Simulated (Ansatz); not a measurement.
# AlGaHCl (singlet): from Hartree-Fock to the top rungs, cc-pVTZ

One table from this session's results is given with a row withheld; the runs are named, their logs left out.

The runs use Ansatz 0.2.0, Gaussian basis; cc-pVTZ, core rule «outside noble gas», up to 24 orbitals frozen.

The runs, in order: UHF; CCSD(T) on RHF; CCSD(T) on UHF; BCCD(T) on RHF; CCSDT(Q) on RHF.

### The system

The geometry is a PBE0/def2-TZVP stationary point (not a proven minimum). No spin-orbit coupling is included. The filled d shell of Ga may be among the frozen orbitals whatever the setting's name suggests.

4 atoms, charge 0, spin multiplicity 1.

Atoms are counted from 1 here; the program's logs count them from 0.

Bond lengths: Al1–Ga2 2.726 Å, Al1–H4 1.642 Å, Ga2–Cl3 2.183 Å. Angles: Ga2–Al1–H4 96.0°, Al1–Ga2–Cl3 137.1°.

The first run:

File in.yaml:

```yaml
crystal:
  periodic: [false, false, false]
  atoms:
    - {symbol: Al, position_ang: [0.000000, -0.534823, 2.550449]}
    - {symbol: Ga, position_ang: [0.000000, 0.411320, -0.006530]}
    - {symbol: Cl, position_ang: [0.000000, -0.428549, -2.021345]}
    - {symbol: H, position_ang: [0.000000, 0.937760, 3.277007]}
basis:
  gaussian: {orbitals: cc-pVTZ}
magnetization: {spin_polarized: true, initial_magnetization: 0}
hamiltonian: {xc: hf}
output: {orbitals: {seedname: orbitals}}
```

Command:

```console
$ ansatz run in.yaml --threads 1 --pin off --events-out ev --progress --plain --max-ram 4096MiB --backend cpu
```

Steps of the session up to this table: UHF; CCSD(T) on RHF; CCSD(T) on UHF; BCCD(T) on RHF; CCSDT(Q) on RHF.

One table of the session follows, with a row left open; its other results are not shown here.

| method | from RCCSDT(Q) (kcal/mol) |
| --- | --- |
| RHF | ? |
| UHF | +230.98 |
| RMP2 | +36.87 |
| UMP2 | +43.11 |
| RCCSD | +11.11 |
| UCCSD | +12.03 |
| RCCSD(T) | +1.50 |
| UCCSD(T) | +2.02 |
| BCCD(T) | +1.45 |
| RCCSDT | +0.59 |
| RCCSDT(Q) | 0 |

Estimate the missing values for RHF.

As computed: from RCCSDT(Q) (kcal/mol): +233.44. In the column «from RCCSDT(Q) (kcal/mol)» it is the highest.

With the free atoms at the same levels and basis (separate runs), the atomisation energy is 8.038 eV at RCCSDT(Q), 8.015 eV at RCCSD(T), 7.993 eV at UCCSD(T), 5.737 eV at RHF.

To keep in mind: Warnings: restricted reference is unstable; spin contamination. Restricted and unrestricted rows rest on different reference determinants; a gap between their highest levels can come from leftover correlation error, from unlike frozen cores or from another state.
